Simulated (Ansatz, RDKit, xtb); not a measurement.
**CH8N2OSi2: which of the isomers drawn lies lowest?**

A sample of isomers of CH8N2OSi2 is drawn. Aim: find which of them has the lowest free energy at 298.15 K, then its properties. The sample is small against all isomers, and the most stable one of this formula need not be in it.

Plan: many cheap relaxations first (GFN2-xTB), then density-functional screening, relaxation at B3LYP-D3(BJ)/def2-SVP, vibrations (at GFN2-xTB) and a final energy. The numbers are computed, not measured.

**1. Drawing up candidates**

Isomers were taken from a list of plausible structures; this is a sample, not all of them. That gives 4 candidates.

```
label                SMILES     spin
 c462   NN([SiH3])[SiH2]C=O  singlet
 c866   N[SiH2]N([SiH3])C=O  singlet
 c889     N[SiH2]N[SiH2]C=O  singlet
 c958  N[Si@@H](C=O)N[SiH3]  singlet
```

Candidates are built by distance geometry, with a force field where one applies, in up to four conformers (letters a to d).

Q: Predict the outcome of this search (final energies at CCSD(T)/def2-SVP + MP2/def2-TZVPP - MP2/def2-SVP).

| quantity | value |
| --- | --- |
| lowest structure found | N[SiH2]N([SiH3])C=O, singlet |
| next finalist | N[Si@@H](C=O)N[SiH3], singlet, 10.4 kcal/mol higher in G |
| share at equilibrium, among the finalists | 100.0 % |

`N[SiH2]N([SiH3])C=O` comes out lowest. Among the finalists first place is clear (10.4 kcal/mol); structures outside the list aren't covered. GFN2-xTB, HF/STO-3G, r2SCAN-D4/def2-SVP, B3LYP-D3(BJ)/def2-SVP, HF/def2-SVP and MP2/def2-SVP already put its bonding pattern lowest among the structures in one piece. 3 minima inside the window were never screened. The search is not exhaustive (a finite list of starts, one conformer a finalist), so a lower isomer can't be ruled out. Only 4 drawn patterns were tried, so whole families of isomers are missing, and the result ranks this sample alone.
